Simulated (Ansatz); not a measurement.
# AlFH4SSi: short molecular-dynamics run, by script

How does AlFH4SSi move over a short run? Aim: a short molecular-dynamics run, for AlFH4SSi, run from a script.

Computed with the Python package of Ansatz 0.2.0. Level of theory: BLYP/6-31G.

## Step 1: Starting point

Bond lengths: F1–Si2 1.666 Å, Si2–Al3 2.374 Å, Si2–S4 2.202 Å, Si2–H5 1.455 Å, Al3–H6 1.579 Å, Al3–H7 1.612 Å, S4–H8 1.426 Å. Angles: F1–Si2–Al3 110.8°, F1–Si2–S4 109.2°, F1–Si2–H5 109.4°, Al3–Si2–S4 109.2°, Al3–Si2–H5 109.9°, S4–Si2–H5 108.3°, Si2–Al3–H6 120.7°, Si2–Al3–H7 118.7°, H6–Al3–H7 120.4°, Si2–S4–H8 90.0°.

The script holds or builds the structure itself.

## Step 2: The script

File alfh4ssi.py:

```python
"""A short Born-Oppenheimer trajectory of AlFH4SSi."""

import ansatz as az
import numpy as np

BASIS = "6-31G"
FUNCTIONAL = "BLYP"
N_STEPS = 30
TEMPERATURE_K = 300

GEOMETRY = """
F    -1.42840   -1.57870    0.54340
Si   -0.07960   -0.61620    0.71350
Al   -0.38860    1.46890   -0.37800
S     1.65770   -1.64310   -0.16700
H     0.18580   -0.40010    2.12720
H    -0.64560    1.53300   -1.93510
H    -0.22140    2.82420    0.47850
H     1.01230   -1.64510   -1.43830
"""


def main() -> None:
    alfh4ssi = az.Crystal.molecule()
    for line in GEOMETRY.strip().splitlines():
        symbol, *xyz = line.split()
        alfh4ssi = alfh4ssi.atom(symbol, [float(v) for v in xyz])

    model = (
        alfh4ssi.calculation()
        .basis(gaussian=BASIS)
        .functional(FUNCTIONAL)
    )
    symbols = [site.symbol for site in alfh4ssi.cartesian_sites]
    start = np.array([site.position_ang for site in alfh4ssi.cartesian_sites], dtype=float)
    rep = model.relax(force_tolerance=0.02).run(threads=1).report
    end = np.array(rep["positions_ang"])
    minimum = az.Crystal.molecule()
    for symbol, place in zip(symbols, end):
        minimum = minimum.atom(symbol, place.tolist())

    # dynamics from the relaxed geometry
    model = (
        minimum.calculation()
        .basis(gaussian=BASIS)
        .functional(FUNCTIONAL)
        .md("nve", timestep=0.5, steps=N_STEPS, temperature=TEMPERATURE_K, initial_velocities="maxwell_boltzmann", seed=90)
    )
    frames = []
    result = model.session().plan().execute(on_event=lambda e: frames.append(e["data"]) if e["event"] == "md_step" else None)
    print("t (fs)   E_pot (eV)      E_kin (eV)   T (K)   d(0-1) (A)")
    for f in frames[::1]:
        xyz = np.array(f["positions_ang"])
        print(f"{f['time_fs']:6.2f} {f['lagrangian_ev']:14.5f} {f['e_kin_ev']:10.5f} {f['temperature_k']:8.1f} {np.linalg.norm(xyz[0] - xyz[1]):9.4f}")
    kept = np.array([f["conserved_ev"] for f in frames])
    print(f"conserved energy moves by at most {1000 * np.ptp(kept):.3f} meV")


if __name__ == "__main__":
    main()
```

## Step 3: What the engine is handed

The engine receives this input (first run):

```yaml
crystal:
  periodic: [false, false, false]
  atoms:
    - { symbol: F, position_ang: [-1.4284, -1.5787, 0.5434] }
    - { symbol: Si, position_ang: [-0.0796, -0.6162, 0.7135] }
    - { symbol: Al, position_ang: [-0.3886, 1.4689, -0.378] }
    - { symbol: S, position_ang: [1.6577, -1.6431, -0.167] }
    - { symbol: H, position_ang: [0.1858, -0.4001, 2.1272] }
    - { symbol: H, position_ang: [-0.6456, 1.533, -1.9351] }
    - { symbol: H, position_ang: [-0.2214, 2.8242, 0.4785] }
    - { symbol: H, position_ang: [1.0123, -1.6451, -1.4383] }
basis:
  gaussian:
    orbitals: "6-31G"
hamiltonian:
  xc: blyp
relax:
  f_tol: 0.02
```

## Step 4: Launch

Launch:

```console
$ python alfh4ssi.py
```

The program printed:

```text
t (fs)   E_pot (eV)      E_kin (eV)   T (K)   d(0-1) (A)
  0.00   -28088.93005    0.23267    300.0    1.7361
  0.50   -28088.92769    0.23032    297.0    1.7367
  1.00   -28088.92113    0.22380    288.6    1.7372
  1.50   -28088.91110    0.21385    275.7    1.7378
  2.00   -28088.89884    0.20169    260.1    1.7383
  2.50   -28088.88587    0.18882    243.5    1.7388
  3.00   -28088.87376    0.17680    228.0    1.7393
  3.50   -28088.86385    0.16693    215.2    1.7397
  4.00   -28088.85693    0.16003    206.3    1.7401
  4.50   -28088.85318    0.15624    201.5    1.7405
  5.00   -28088.85210    0.15510    200.0    1.7408
  5.50   -28088.85271    0.15563    200.7    1.7411
  6.00   -28088.85376    0.15660    201.9    1.7413
  6.50   -28088.85402    0.15680    202.2    1.7415
  7.00   -28088.85249    0.15524    200.2    1.7417
  7.50   -28088.84857    0.15130    195.1    1.7419
  8.00   -28088.84207    0.14483    186.7    1.7420
  8.50   -28088.83324    0.13604    175.4    1.7421
  9.00   -28088.82267    0.12552    161.8    1.7421
  9.50   -28088.81116    0.11407    147.1    1.7422
 10.00   -28088.79965    0.10262    132.3    1.7422
 10.50   -28088.78907    0.09209    118.7    1.7423
 11.00   -28088.78028    0.08334    107.5    1.7423
 11.50   -28088.77397    0.07707     99.4    1.7423
 12.00   -28088.77062    0.07373     95.1    1.7423
 12.50   -28088.77045    0.07355     94.8    1.7422
 13.00   -28088.77337    0.07646     98.6    1.7422
 13.50   -28088.77903    0.08208    105.8    1.7421
 14.00   -28088.78680    0.08979    115.8    1.7421
 14.50   -28088.79583    0.09875    127.3    1.7420
 15.00   -28088.80514    0.10801    139.3    1.7419
conserved energy moves by at most 0.489 meV
```

Run time: 2.1 min. Hardware: 1 thread of Intel Xeon Platinum 8259CL at 2.50GHz (Skylake/Cascade Lake), shared host; peak memory 0.24 GiB.

## Step 5: What changed from run to run

The engine's inputs for the other runs:

Run 2, against run 1:

```diff
@@ -4,8 +4,8 @@
-    - { symbol: F, position_ang: [-1.4284, -1.5787, 0.5434] }
-    - { symbol: Si, position_ang: [-0.0796, -0.6162, 0.7135] }
-    - { symbol: Al, position_ang: [-0.3886, 1.4689, -0.378] }
-    - { symbol: S, position_ang: [1.6577, -1.6431, -0.167] }
-    - { symbol: H, position_ang: [0.1858, -0.4001, 2.1272] }
-    - { symbol: H, position_ang: [-0.6456, 1.533, -1.9351] }
-    - { symbol: H, position_ang: [-0.2214, 2.8242, 0.4785] }
-    - { symbol: H, position_ang: [1.0123, -1.6451, -1.4383] }
+    - { symbol: F, position_ang: [-1.6056642296058616, -1.555844736082664, 0.6672349127822041] }
+    - { symbol: Si, position_ang: [-0.15565448069115864, -0.6056717863467062, 0.7606460543852045] }
+    - { symbol: Al, position_ang: [-0.4239960511685278, 1.5664528496252064, -0.41265221920517997] }
+    - { symbol: S, position_ang: [1.6195115526074666, -1.7071654238342449, -0.16823656903564985] }
+    - { symbol: H, position_ang: [0.29272173803090035, -0.6272287174576313, 2.20720533316038] }
+    - { symbol: H, position_ang: [-0.7022140663104474, 1.530689838939516, -1.9975565553230334] }
+    - { symbol: H, position_ang: [-0.20537115168518646, 2.939143805027694, 0.4011914458332997] }
+    - { symbol: H, position_ang: [1.2728666888228153, -1.5974758298711704, -1.5136324025972239] }
@@ -17,2 +17,7 @@
-relax:
-  f_tol: 0.02
+md:
+  timestep: 0.5
+  n_steps: 30
+  ensemble: nve
+  temperature: 300.0
+  initial_velocities: maxwell_boltzmann
+  seed: 90
```

## Step 6: The engine's runs

One row for each of the 2 runs:

| run | kind of run | energy from run 1 (eV) | SCF cycles in all | CPU time (s) |
| --- | --- | --- | --- | --- |
| 1 | relaxation | 0.0000 | 82 | 29 |
| 2 | dynamics | 0.1249 | 230 | 93 |

## Step 7: Path of the relaxation of run 1

Relaxation path:

```
step  energy from step 1 (eV)  largest force component (eV/Å)
   1                   0.0000                          1.5935
   2                  -0.2572                          0.8600
   3                  -0.2918                          0.3385
   4                  -0.3060                          0.2334
   5                  -0.2982                          0.3375
   6                  -0.3092                          0.1216
   7                  -0.3110                          0.1844
   8                  -0.3136                          0.0176
```

Step 1 is the start. Step 5 was tried and not accepted.

Before: Bond lengths: F1–Si2 1.666 Å, Si2–Al3 2.374 Å, Si2–S4 2.202 Å, Si2–H5 1.455 Å, Al3–H6 1.579 Å, Al3–H7 1.612 Å, S4–H8 1.426 Å. Angles: F1–Si2–Al3 110.8°, F1–Si2–S4 109.2°, F1–Si2–H5 109.4°, Al3–Si2–S4 109.2°, Al3–Si2–H5 109.9°, S4–Si2–H5 108.3°, Si2–Al3–H6 120.7°, Si2–Al3–H7 118.7°, H6–Al3–H7 120.4°, Si2–S4–H8 90.0°.

After: Bond lengths: F1–Si2 1.736 Å, Si2–Al3 2.483 Å, Si2–S4 2.286 Å, Si2–H5 1.515 Å, Al3–H6 1.610 Å, Al3–H7 1.611 Å, S4–H8 1.394 Å. Angles: F1–Si2–Al3 111.3°, F1–Si2–S4 111.3°, F1–Si2–H5 106.9°, Al3–Si2–S4 108.3°, Al3–Si2–H5 119.7°, S4–Si2–H5 98.7°, Si2–Al3–H6 117.7°, Si2–Al3–H7 119.5°, H6–Al3–H7 122.7°, Si2–S4–H8 99.3°.

## Step 8: What the atoms did

Every 2 steps:

| time (fs) | T (K) | change of potential energy (meV/atom) | change of conserved energy (meV/atom) | mean square move (Å²) |
| --- | --- | --- | --- | --- |
| 0.0 | 300 | 0.0 | 0.00 | 0.0000 |
| 1.0 | 289 | 1.1 | 0.01 | 0.0004 |
| 2.0 | 260 | 3.9 | 0.03 | 0.0014 |
| 3.0 | 228 | 7.0 | 0.05 | 0.0029 |
| 4.0 | 206 | 9.1 | 0.06 | 0.0046 |
| 5.0 | 200 | 9.7 | 0.05 | 0.0064 |
| 6.0 | 202 | 9.5 | 0.03 | 0.0083 |
| 7.0 | 200 | 9.7 | 0.02 | 0.0103 |
| 8.0 | 187 | 11.0 | 0.02 | 0.0123 |
| 9.0 | 162 | 13.4 | 0.03 | 0.0143 |
| 10.0 | 132 | 16.3 | 0.04 | 0.0162 |
| 11.0 | 107 | 18.7 | 0.06 | 0.0176 |
| 12.0 | 95 | 19.9 | 0.06 | 0.0185 |
| 13.0 | 99 | 19.6 | 0.06 | 0.0188 |
| 14.0 | 116 | 17.9 | 0.05 | 0.0186 |
| 15.0 | 139 | 15.6 | 0.03 | 0.0179 |

Positions (Å) and forces (eV/Å) at 15.0 fs:

```xyz
8

F    -1.535   -1.599    0.632   -0.016    0.111    0.104
Si   -0.133   -0.574    0.758   -0.553    0.156    0.477
Al   -0.435    1.584   -0.407    0.150   -0.694   -0.565
S     1.570   -1.720   -0.155    0.361   -0.086   -0.136
H     0.214   -0.438    2.249    0.071   -0.245   -0.294
H    -0.642    1.360   -2.026   -0.033    0.368    0.390
H    -0.099    2.845    0.489   -0.058    0.436   -0.010
H     1.121   -1.617   -1.473    0.078   -0.047    0.035
```

## Step 9: Summary of results

| quantity | value |
| --- | --- |
| runs compared | 2 |
| moves of the relaxation of run 1 | 6 |
| energy gained in run 1 | 0.314 eV |
| last largest force component of run 1 | 0.0176 eV/Å |
| length of the run | 30 steps, 15 fs |
| mean temperature, second half | 131 K |
| farthest move | 0.22 Å |
| largest change of the conserved energy | 0.06 meV/atom |

**Reading.** Run 1: After 6 moves the largest shift is 0.275 Å, of atom 8 (H). The temperature swings between 95 and 300 K, with a mean of 131 K in the second half; from a start near a minimum about half of the kinetic energy passes into potential energy. The conserved energy stays within 0.06 meV/atom, so the time step holds. 15 fs show the first vibrations only, not equilibrium. What to keep in mind:
- The trajectory is only some femtoseconds long, and gives no averages; where the script doesn't relax first, it starts from a rough generated geometry.
- The temperature counts the internal degrees of freedom alone.
